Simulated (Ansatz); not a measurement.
I need harmonic frequencies at the relaxed geometry of H₅NOSn, SMILES [NH2][SnH2][OH]. Use Ansatz 0.2.0 through its Python package. Level of theory (for the species named): Hartree-Fock, def2-SVP basis, multiplicity 1.

The script reads `h5nosn.xyz`:
```text
8

N    -1.32840    0.56450   -0.70260
Sn    0.33250    0.07860    0.30040
O     0.28250   -1.86470    0.64810
H    -1.21950    1.63790   -0.93680
H    -1.34980    0.09550   -1.64500
H     0.40870    0.97100    1.81510
H     1.76240    0.48140   -0.66830
H     1.20380   -2.02130    1.13320
```

Script `freq.py`:
```python
# -*- coding: utf-8 -*-
import logging
import sys

import ansatz as az
from ase import Atoms
from ase.thermochemistry import IdealGasThermo
import numpy as np

logging.basicConfig(stream=sys.stdout, format="%(name)s: %(message)s")
log = logging.getLogger("h5nosn")
log.setLevel(logging.INFO)

BASIS = "def2-SVP"
XC = "HF"

geometry = az.Crystal.molecule_from_extxyz("h5nosn.xyz")

calc = geometry.calculation().basis(gaussian=BASIS).functional(XC)
symbols = [site.symbol for site in geometry.cartesian_sites]
start = np.array([site.position_ang for site in geometry.cartesian_sites], dtype=float)
report = calc.relax(force_tolerance=0.003).run(threads=1).report
end = np.array(report["positions_ang"])

log.info("final positions (A) and the move of each atom")
for symbol, xyz, old in zip(symbols, end, start):
    log.info(f"{symbol:2s} {xyz[0]:10.5f} {xyz[1]:10.5f} {xyz[2]:10.5f}   {np.linalg.norm(xyz - old):7.4f}")

minimum = az.Crystal.molecule()
for symbol, xyz in zip(symbols, end):
    minimum = minimum.atom(symbol, xyz.tolist())
vibrating = (
    minimum.calculation()
    .basis(gaussian=BASIS)
    .functional(XC)
    .phonons(temperatures=(100, 500, 100))
)
vib = vibrating.run(threads=1).report["vibrations"]
sums = vib["harmonic_sums"]
modes = [m["omega_inv_cm"] for m in sums["modes_at_gamma"] if m["rigid_motion"] == "no"]
for number, w in enumerate(modes, start=1):
    log.info(f"mode {number:2d} {w:9.1f} 1/cm {w / 8065.544 * 1000:8.2f} meV")
print("imaginary modes:", sum(w < 0 for w in modes), " zero-point energy:", round(sums["zero_point_energy_ev"], 4), "eV")
gas = IdealGasThermo(vib_energies=[w / 8065.544 for w in modes if w > 0], geometry="linear" if len(modes) == 3 * len(symbols) - 5 else "nonlinear",
                     atoms=Atoms(symbols, positions=end), symmetrynumber=1, spin=0.0)
log.info(f"H(298 K) - E = {gas.get_enthalpy(298.15, verbose=False):.4f} eV")
log.info(f"S(298 K, 1 bar) = {96485.33 * gas.get_entropy(298.15, 1e5, verbose=False):.1f} J/(mol K) with symmetry number 1")

heavier = vibrating.phonons(masses={"H": 2.014102}).run(threads=1).report["vibrations"]["harmonic_sums"]
print("deuterated (1/cm):", " ".join(f"{m['omega_inv_cm']:.0f}" for m in heavier["modes_at_gamma"] if m["rigid_motion"] == "no"))
print("zero-point energy falls by", round(sums["zero_point_energy_ev"] - heavier["zero_point_energy_ev"], 4), "eV")
```

```console
$ python freq.py
h5nosn: final positions (A) and the move of each atom
h5nosn: N    -0.97908    0.70925   -0.87585    0.4159
h5nosn: Sn    0.57582    0.29647    0.34098    0.3291
h5nosn: O     0.42524   -1.50321    1.13477    0.6228
h5nosn: H    -1.90802    0.68427   -0.49748    1.2556
h5nosn: H    -0.98453    0.32552   -1.80268    0.4596
h5nosn: H     0.53603    1.32691    1.68804    0.3988
h5nosn: H     1.98992    0.36169   -0.61144    0.2633
h5nosn: H     0.43682   -2.25801    0.56777    0.9818
h5nosn: mode  1     135.0 1/cm    16.74 meV
h5nosn: mode  2     190.3 1/cm    23.60 meV
h5nosn: mode  3     207.2 1/cm    25.69 meV
h5nosn: mode  4     437.4 1/cm    54.23 meV
h5nosn: mode  5     445.5 1/cm    55.23 meV
h5nosn: mode  6     600.7 1/cm    74.47 meV
h5nosn: mode  7     646.3 1/cm    80.14 meV
h5nosn: mode  8     657.6 1/cm    81.53 meV
h5nosn: mode  9     740.8 1/cm    91.84 meV
h5nosn: mode 10     751.8 1/cm    93.21 meV
h5nosn: mode 11     812.8 1/cm   100.77 meV
h5nosn: mode 12     866.4 1/cm   107.42 meV
h5nosn: mode 13    1671.6 1/cm   207.25 meV
h5nosn: mode 14    2039.7 1/cm   252.89 meV
h5nosn: mode 15    2080.3 1/cm   257.92 meV
h5nosn: mode 16    3768.3 1/cm   467.21 meV
h5nosn: mode 17    3867.6 1/cm   479.52 meV
h5nosn: mode 18    4204.7 1/cm   521.32 meV
imaginary modes: 0  zero-point energy: 1.4955 eV
h5nosn: H(298 K) - E = 1.6825 eV
h5nosn: S(298 K, 1 bar) = 320.8 J/(mol K) with symmetry number 1
deuterated (1/cm): 99 139 188 322 355 429 523 533 598 617 651 657 1237 1449 1476 2725 2853 3062
zero-point energy falls by 0.3849 eV
```

Notes:
- These settings explore the input space; basis and method may be short of convergence.
- The frequencies are harmonic and unscaled, in a modest basis. The result belongs to the one conformer reached from this start, and soft torsions count as harmonic oscillators.
- def2 sets replace the cores of elements past krypton by effective core potentials.
- The entropy takes a symmetry number of 1; a symmetric molecule's is lower by R ln(sigma).
- Hardware and time: 3.3 min on 1 thread of Arm Neoverse V1, with other jobs on the host, peak memory 0.28 GiB.

(A comment or docstring line of the script was reworded after the run, the code is as it ran; lines on the test bed's own set-up are left out of the output.)
